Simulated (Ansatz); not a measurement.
# WO+ (quartet): wave-function methods side by side, def2-SVP

The task here is to estimate one member of a computed series from the others.

Method: def2-SVP, core rule «outside noble gas», up to 5 orbitals frozen; program: Ansatz 0.2.0, Gaussian basis.

Plan: UHF; CCSD(T) on ROHF; CCSD(T) on UHF; CISD; CCSDT(Q) on ROHF; CCSDT(Q) on UHF; CASSCF and MRCISD+Q, 11 electrons in 10 orbitals; CASSCF and NEVPT2, 11 electrons in 10 orbitals.

22 further runs of the same task are left out: 6 that didn't finish, 16 set aside as unsound or not needed.

## The system

The geometry is a PBE0/def2-TZVP stationary point (not a proven minimum) of the parent state, kept for this charge and spin. No spin-orbit coupling is included. Elements past krypton take def2 core potentials.

2 atoms, charge 1, spin multiplicity 4.

Atoms are counted from 1 here; the program's logs count them from 0.

Bond lengths: W1–O2 1.703 Å.

The first run:

File in.yaml:

```yaml
crystal:
  periodic: [false, false, false]
  atoms:
    - {symbol: W, position_ang: [0.000000, 0.000000, 0.000000]}
    - {symbol: O, position_ang: [0.000000, 0.000000, 1.703200]}
basis:
  gaussian: {orbitals: def2-SVP}
total_charge: 1
magnetization: {spin_polarized: true, initial_magnetization: 3}
hamiltonian: {xc: hf}
output: {orbitals: {seedname: orbitals}}
```

The run is started by

```sh
ansatz run in.yaml --threads 1 --pin off --events-out ev --progress --plain --max-ram 2393MiB
```

Among the steps run: UHF; CCSD(T) on ROHF; CCSD(T) on UHF; CISD; CCSDT(Q) on ROHF; CCSDT(Q) on UHF; CASSCF and MRCISD+Q, 11 electrons in 10 orbitals; CASSCF and NEVPT2, 11 electrons in 10 orbitals.

One of the session's tables, all rows but one given; the rest of the session is left out.

It belongs to the step «Misses and costs». 

| method | from RCCSDT(Q) (kJ/mol) |
| --- | --- |
| ROHF | +875.4 |
| UHF | +814.2 |
| RMP2 | -16.1 |
| UMP2 | ? |
| RCCSD | +53.3 |
| UCCSD | +40.8 |
| RCCSD(T) | -2.6 |
| UCCSD(T) | +0.3 |
| RCCSDT | -3.7 |
| UCCSDT | -11.2 |
| RCCSDT(Q) | 0 |
| UCCSDT(Q) | -18.0 |
| CASSCF valence | +437.7 |
| NEVPT2 valence | +80.5 |
| MRCISD valence | +17.9 |
| MRCISD+Q valence | -3.2 |

Estimate the missing values for UMP2.

The run gave: from RCCSDT(Q) (kJ/mol): +74.7. In the column «from RCCSDT(Q) (kJ/mol)» it lies between RCCSD (+53.3) and NEVPT2 valence (+80.5).

Not comparable, so not listed: CISD (they don't share determinant, frozen orbitals or solution with the rows shown, or repeat one).

Caveats from the session: The determinant is far from a pure spin state, so its energy mixes those of several spin states (harmless only where they are near-degenerate, as at dissociation). Warnings: spin contamination; large T1 diagnostic. Restricted and unrestricted rows rest on different reference determinants; where their highest levels disagree by more than a few hundredths of an eV, they describe different states and don't form one ladder.
